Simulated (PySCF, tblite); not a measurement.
# C6H5F2O−: a rotation path, then NMR shifts on frames, part 2 of 2

tblite 0.8.0 and PySCF 2.14.0. Atoms count from 0. Earlier steps stand in the parts before.

## Step 5: NMR shieldings: image 5, PBE0/pcSseg-1

What the job is given:

```
{"job": {"kind": "nmr", "xc": "PBE0", "basis": "pcSseg-1", "pop": false}, "charge": -1, "multiplicity": 1}
F      3.189000    -1.206500    -0.009200
C      2.211400    -0.433500     0.595200
F      2.962600     0.305000     1.504000
O      1.590500     0.317400    -0.262800
C      0.136200     0.244100    -0.272900
C     -0.693100    -0.661100     0.381800
C     -2.005300    -0.310700     0.051300
C     -1.968700     0.787900    -0.798500
C     -0.633800     1.139300    -1.005700
H      1.599500    -1.121500     1.198800
H     -0.413600    -1.483100     1.026600
H     -2.892500    -0.815900     0.408000
H     -2.824700     1.292700    -1.225000
H     -0.258200     1.945600    -1.613800
```

Method: GIAO PBE0/pcSseg-1 NMR shielding, non-relativistic, gas phase.

The program printed:

```text
coarse grid: 12880 points
cycle   1  E = -505.6860170537  dE =  1.695e+00  |g| = 9.837e-01  |ddm| = 3.567e+00
cycle   2  E = -505.5367129115  dE =  1.493e-01  |g| = 1.364e+00  |ddm| = 1.722e+00
cycle   3  E = -505.8819372920  dE = -3.452e-01  |g| = 8.348e-02  |ddm| = 9.929e-01
cycle   4  E = -505.8827477744  dE = -8.105e-04  |g| = 6.228e-02  |ddm| = 1.411e-01
cycle   5  E = -505.8836263196  dE = -8.785e-04  |g| = 1.228e-02  |ddm| = 6.484e-02
cycle   6  E = -505.8836568411  dE = -3.052e-05  |g| = 4.078e-03  |ddm| = 1.219e-02
cycle   7  E = -505.8836603587  dE = -3.518e-06  |g| = 8.891e-04  |ddm| = 3.925e-03
final grid: 128528 points
cycle   8  E = -505.9614518942  dE = -3.259e-05  |g| = 1.189e-02  |ddm| = 3.087e-02
cycle   9  E = -505.9614249661  dE =  2.693e-05  |g| = 1.712e-02  |ddm| = 2.072e-02
cycle  10  E = -505.9614795449  dE = -5.458e-05  |g| = 1.249e-03  |ddm| = 1.210e-02
cycle  11  E = -505.9614798545  dE = -3.096e-07  |g| = 3.811e-04  |ddm| = 1.384e-03
cycle  12  E = -505.9614798787  dE = -2.415e-08  |g| = 1.156e-04  |ddm| = 3.546e-04
cycle  13  E = -505.9614798812  dE = -2.527e-09  |g| = 3.704e-05  |ddm| = 1.216e-04
cycle  14  E = -505.9614798815  dE = -3.142e-10  |g| = 1.149e-05  |ddm| = 4.379e-05
converged SCF energy = -505.9614798815

GIAO shielding tensors (ppm)
atom      isotropic    diamagn.    paramagn.     s11        s22        s33       span
  0 F      264.206     471.136    -206.931    148.692    278.667    365.257    216.566
  1 C       59.133     242.908    -183.775     33.793     64.785     78.821     45.028
  2 F      259.619     472.005    -212.386    146.298    266.640    365.918    219.621
  3 O      193.946     400.443    -206.497    140.083    198.516    243.239    103.157
  4 C       40.432     253.230    -212.798     -2.847     56.945     67.199     70.047
  5 C      108.160     255.053    -146.893     50.508    102.313    171.659    121.151
  6 C       90.919     251.922    -161.003     12.589     96.116    164.053    151.464
  7 C       88.958     252.855    -163.897     10.663     92.056    164.153    153.490
  8 C       97.226     249.784    -152.558     38.948     94.262    158.469    119.521
  9 H       24.513      29.708      -5.195     19.855     25.270     28.414      8.559
 10 H       26.636      33.474      -6.838     23.004     28.421     28.484      5.480
 11 H       26.496      32.120      -5.625     23.767     26.207     29.513      5.746
 12 H       26.463      31.931      -5.468     23.886     26.057     29.446      5.559
 13 H       26.466      32.331      -5.864     23.644     26.986     28.768      5.124
```

It took 57 s on 1 thread of Intel Xeon at 2.50GHz, shared host; peak memory 0.82 GiB.

In short: δ C4 146.5, C1 127.8, C7 98.0, C6 96.0, H9 7.20, H12 5.25 ppm.

## Step 6: NMR shieldings: image 6, PBE0/pcSseg-1

What the job is given:

```
{"job": {"kind": "nmr", "xc": "PBE0", "basis": "pcSseg-1", "pop": false}, "charge": -1, "multiplicity": 1}
F      3.265900    -0.989700    -0.186300
C      2.211200    -0.471300     0.548300
F      2.868200     0.020300     1.669900
O      1.577600     0.458200    -0.100200
C      0.130700     0.323700    -0.186300
C     -0.699100    -0.547800     0.512100
C     -2.003300    -0.286200     0.083100
C     -1.961900     0.732600    -0.860800
C     -0.631200     1.116400    -1.036000
H      1.620800    -1.334300     0.894600
H     -0.423800    -1.275900     1.262600
H     -2.888400    -0.798700     0.434700
H     -2.812600     1.164900    -1.369900
H     -0.254700     1.887200    -1.688000
```

Method: GIAO PBE0/pcSseg-1 NMR shielding, non-relativistic, gas phase.

The program printed:

```text
coarse grid: 12880 points
cycle   1  E = -505.6870328645  dE =  1.696e+00  |g| = 9.831e-01  |ddm| = 3.564e+00
cycle   2  E = -505.5364010923  dE =  1.506e-01  |g| = 1.365e+00  |ddm| = 1.760e+00
cycle   3  E = -505.8827705370  dE = -3.464e-01  |g| = 8.238e-02  |ddm| = 1.025e+00
cycle   4  E = -505.8835346809  dE = -7.641e-04  |g| = 6.236e-02  |ddm| = 1.412e-01
cycle   5  E = -505.8844163089  dE = -8.816e-04  |g| = 1.221e-02  |ddm| = 6.480e-02
cycle   6  E = -505.8844463800  dE = -3.007e-05  |g| = 4.065e-03  |ddm| = 1.208e-02
cycle   7  E = -505.8844498778  dE = -3.498e-06  |g| = 8.928e-04  |ddm| = 3.955e-03
final grid: 128528 points
cycle   8  E = -505.9618986058  dE = -3.214e-05  |g| = 1.207e-02  |ddm| = 3.023e-02
cycle   9  E = -505.9618704873  dE =  2.812e-05  |g| = 1.743e-02  |ddm| = 2.126e-02
cycle  10  E = -505.9619270258  dE = -5.654e-05  |g| = 1.267e-03  |ddm| = 1.246e-02
cycle  11  E = -505.9619273433  dE = -3.175e-07  |g| = 3.744e-04  |ddm| = 1.385e-03
cycle  12  E = -505.9619273666  dE = -2.332e-08  |g| = 1.141e-04  |ddm| = 3.533e-04
cycle  13  E = -505.9619273692  dE = -2.520e-09  |g| = 3.683e-05  |ddm| = 1.231e-04
cycle  14  E = -505.9619273695  dE = -3.131e-10  |g| = 1.133e-05  |ddm| = 4.372e-05
converged SCF energy = -505.9619273695

GIAO shielding tensors (ppm)
atom      isotropic    diamagn.    paramagn.     s11        s22        s33       span
  0 F      262.461     471.329    -208.868    148.388    275.279    363.717    215.330
  1 C       58.668     242.992    -184.324     34.068     62.725     79.211     45.142
  2 F      260.474     471.896    -211.422    146.236    268.397    366.789    220.554
  3 O      192.742     400.461    -207.720    138.797    196.227    243.201    104.404
  4 C       39.879     253.202    -213.323     -3.233     51.998     70.871     74.105
  5 C      107.429     255.011    -147.582     49.781    102.587    169.918    120.137
  6 C       90.804     251.910    -161.106     12.676     95.577    164.160    151.484
  7 C       88.834     252.866    -164.032     10.496     91.985    164.020    153.524
  8 C       97.425     249.779    -152.354     39.264     94.395    158.617    119.352
  9 H       24.573      29.668      -5.095     20.093     25.348     28.277      8.183
 10 H       26.670      33.472      -6.802     23.085     28.413     28.513      5.428
 11 H       26.496      32.118      -5.622     23.757     26.224     29.507      5.750
 12 H       26.449      31.922      -5.472     23.866     26.049     29.433      5.566
 13 H       26.451      32.311      -5.860     23.618     26.965     28.770      5.152
```

It took 58 s on 1 thread of Intel Xeon at 2.50GHz, shared host; peak memory 0.82 GiB.

In short: δ C4 147.0, C1 128.3, C7 98.1, C6 96.1, H9 7.14, H12 5.27 ppm.

## Step 7: NMR shieldings: image 8, PBE0/pcSseg-1

What the job is given:

```
{"job": {"kind": "nmr", "xc": "PBE0", "basis": "pcSseg-1", "pop": false}, "charge": -1, "multiplicity": 1}
F      3.298100    -0.480000    -0.404300
C      2.189300    -0.475700     0.429300
F      2.778700    -0.638900     1.671500
O      1.511900     0.633400     0.340300
C      0.103800     0.449000     0.048300
C     -0.778100    -0.340500     0.781700
C     -2.018400    -0.244100     0.150600
C     -1.885400     0.589800    -0.956300
C     -0.560000     1.017500    -1.033300
H      1.630600    -1.406600     0.221300
H     -0.542500    -0.907800     1.671000
H     -2.927100    -0.734100     0.473800
H     -2.673700     0.862900    -1.644800
H     -0.127900     1.674500    -1.771300
```

With the program's defaults for keys left out, this is: GIAO PBE0/pcSseg-1 NMR shielding, non-relativistic, gas phase.

The program printed:

```text
coarse grid: 12880 points
cycle   1  E = -505.6924411293  dE =  1.688e+00  |g| = 9.781e-01  |ddm| = 3.544e+00
cycle   2  E = -505.5474579998  dE =  1.450e-01  |g| = 1.353e+00  |ddm| = 1.730e+00
cycle   3  E = -505.8860371375  dE = -3.386e-01  |g| = 7.831e-02  |ddm| = 1.003e+00
cycle   4  E = -505.8867068191  dE = -6.697e-04  |g| = 5.973e-02  |ddm| = 1.331e-01
cycle   5  E = -505.8874966707  dE = -7.899e-04  |g| = 1.231e-02  |ddm| = 6.168e-02
cycle   6  E = -505.8875270430  dE = -3.037e-05  |g| = 4.212e-03  |ddm| = 1.261e-02
cycle   7  E = -505.8875308683  dE = -3.825e-06  |g| = 8.745e-04  |ddm| = 4.168e-03
final grid: 128528 points
cycle   8  E = -505.9657734958  dE = -3.683e-05  |g| = 1.251e-02  |ddm| = 3.372e-02
cycle   9  E = -505.9657433052  dE =  3.019e-05  |g| = 1.799e-02  |ddm| = 2.337e-02
cycle  10  E = -505.9658045736  dE = -6.127e-05  |g| = 1.313e-03  |ddm| = 1.373e-02
cycle  11  E = -505.9658049118  dE = -3.382e-07  |g| = 3.907e-04  |ddm| = 1.430e-03
cycle  12  E = -505.9658049369  dE = -2.514e-08  |g| = 1.184e-04  |ddm| = 3.716e-04
cycle  13  E = -505.9658049395  dE = -2.621e-09  |g| = 3.989e-05  |ddm| = 1.278e-04
cycle  14  E = -505.9658049399  dE = -3.600e-10  |g| = 1.133e-05  |ddm| = 4.739e-05
converged SCF energy = -505.9658049399

GIAO shielding tensors (ppm)
atom      isotropic    diamagn.    paramagn.     s11        s22        s33       span
  0 F      255.810     471.558    -215.749    145.406    259.486    362.537    217.130
  1 C       54.244     244.381    -190.136     35.331     49.034     78.368     43.037
  2 F      256.221     472.207    -215.985    145.535    261.586    361.543    216.008
  3 O      191.121     401.381    -210.260    138.998    190.207    244.160    105.162
  4 C       37.654     252.284    -214.631     -2.960     42.767     73.153     76.114
  5 C       98.849     252.570    -153.721     40.523     97.285    158.740    118.217
  6 C       89.115     252.886    -163.771     11.522     91.695    164.128    152.606
  7 C       89.283     253.298    -164.015     11.986     92.005    163.858    151.872
  8 C       95.216     250.485    -155.269     34.333     93.350    157.964    123.631
  9 H       24.954      29.364      -4.410     22.133     25.546     27.183      5.050
 10 H       26.579      33.040      -6.461     23.599     27.712     28.425      4.826
 11 H       26.455      32.116      -5.662     23.829     26.208     29.328      5.500
 12 H       26.508      31.975      -5.468     23.876     26.140     29.508      5.632
 13 H       26.296      32.581      -6.284     23.676     26.768     28.445      4.769
```

It took 59 s on 1 thread of Intel Xeon at 2.50GHz, shared host; peak memory 0.82 GiB.

This run: δ C4 149.3, C1 132.7, C6 97.8, C7 97.6, H9 6.76, H13 5.42 ppm.

## Step 8: Comparing the runs: NMR shifts

Shifts (ppm) of some atoms, chosen among heavy atoms and hydrogens apart, with basis size and wall time:

| frame | C1 | C5 | C8 | H9 | H10 | F0 | F2 | functions | time |
| --- | --- | --- | --- | --- | --- | --- | --- | --- | --- |
| image 0 | 132.9 | 91.7 | 88.2 | 6.77 | 5.42 | -84.8 | -85.9 | 178 | 71 s |
| image 2 | 132.4 | 90.5 | 93.2 | 6.56 | 5.27 | -87.1 | -85.1 | 178 | 53 s |
| image 5 | 127.8 | 78.8 | 89.7 | 7.20 | 5.08 | -93.3 | -88.7 | 178 | 57 s |
| image 6 | 128.3 | 79.5 | 89.5 | 7.14 | 5.05 | -91.5 | -89.5 | 178 | 58 s |
| image 8 | 132.7 | 88.1 | 91.7 | 6.76 | 5.14 | -84.9 | -85.3 | 178 | 59 s |

## Step 9: What came out

The summary covers parts 1 to 2.

```
                                         quantity                                     value
                                          barrier        0.063 eV (1.4 kcal/mol) at image 5
                            end to end (GFN2-xTB)                                  0.000 eV
  ¹³C shifts against TMS (PBE0/pcSseg-1, image 0)  149.4, 132.9, 97.8, 97.6, 91.7, 88.2 ppm
   ¹H shifts against TMS (PBE0/pcSseg-1, image 0)          6.77, 5.42, 5.26, 5.20, 5.13 ppm
¹⁹F shifts against CFCl3 (PBE0/pcSseg-1, image 0)                          -84.8, -85.9 ppm
  ¹⁷O shifts against H2O (PBE0/pcSseg-1, image 0)                                 144.8 ppm
                         range of the shift of C5                          78.8 to 91.7 ppm
```

What this shows: Along the band the dihedral turns by 181°, and the top (dihedral 170°) lies 1.4 kcal/mol above the start (GFN2-xTB, rough), so at room temperature this motion is fast. The top was not checked by a frequency run. Shifts at one fixed geometry are not the observed spectrum, which averages over the motion. NICS(1)zz of -31 ppm above the planar ring from C4 marks a diatropic (aromatic) ring current. Across the 5 runs the shift of C5 moves most, between 78.8 (image 5) and 91.7 ppm (image 0).
